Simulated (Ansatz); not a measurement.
**AlBrH2O (SMILES [OH][AlH][Br]): one structure at several levels**

An exercise on one series of results from a longer session: the logs are not shown, and one member is left open.

Computed with Ansatz 0.2.0, Gaussian basis. Level: single points in def2-TZVPP.

Cores are frozen in the correlated methods. Filled d shells of the heavier atoms are correlated.

## The system as given

SMILES `[OH][AlH][Br]`, 5 atoms, charge 0, spin multiplicity 1.

Atoms are counted from 1 here; the program's logs count them from 0.

Bond lengths: O1–Al2 1.502 Å, O1–H4 0.937 Å, Al2–Br3 2.192 Å, Al2–H5 1.401 Å. Angles: Al2–O1–H4 164.2°, O1–Al2–Br3 125.8°, O1–Al2–H5 116.5°, Br3–Al2–H5 115.8°.

Geometry (Å):

```
O    -0.9406   -0.2966   -0.4654
Al    0.3170    0.1657    0.2129
Br    2.1360   -1.0255    0.4927
H    -1.8349   -0.4440   -0.7034
H     0.4610    1.5483    0.3852
```

Set-up of the first run:

run/in.yaml

```yaml
crystal:
  periodic: [false, false, false]
  atoms:
    - {symbol: O, position_ang: [-0.940600, -0.296600, -0.465400]}
    - {symbol: Al, position_ang: [0.317000, 0.165700, 0.212900]}
    - {symbol: Br, position_ang: [2.136000, -1.025500, 0.492700]}
    - {symbol: H, position_ang: [-1.834900, -0.444000, -0.703400]}
    - {symbol: H, position_ang: [0.461000, 1.548300, 0.385200]}
basis:
  gaussian: {orbitals: def2-TZVPP}
correlation: {method: ccsd_t}
output: {forces: true}
```

No record of the launch command was kept for these runs.

Among the steps run: CCSD(T)/def2-TZVPP; PBE0-D4/def2-TZVPP; wB97M-V/def2-TZVPP; r2SCAN-D4/def2-TZVPP; PBE-D4/def2-TZVPP; r2SCANh-D4/def2-TZVPP; revPBE-D4/def2-TZVPP.

One of the session's tables, all rows but one given; the rest of the session is left out.

```
    method  RMS force component (eV/Å)  angle to CCSD(T) forces (°)  dipole (D)
   CCSD(T)                       2.572                    reference        2.74
   PBE0-D4                       2.477                          1.3        2.72
   wB97M-V                       2.514                          0.8        2.78
 r2SCAN-D4                       2.494                          1.0        2.74
    PBE-D4                           ?                            ?           ?
r2SCANh-D4                       2.479                          1.1        2.76
 revPBE-D4                       2.601                          3.6        2.64
```

Estimate the missing values for PBE-D4.

**Answer.** RMS force component (eV/Å): 2.537; angle to CCSD(T) forces (°): 3.8; dipole (D): 2.64. In the column «RMS force component (eV/Å)» it lies between wB97M-V (2.514) and CCSD(T) (2.572).
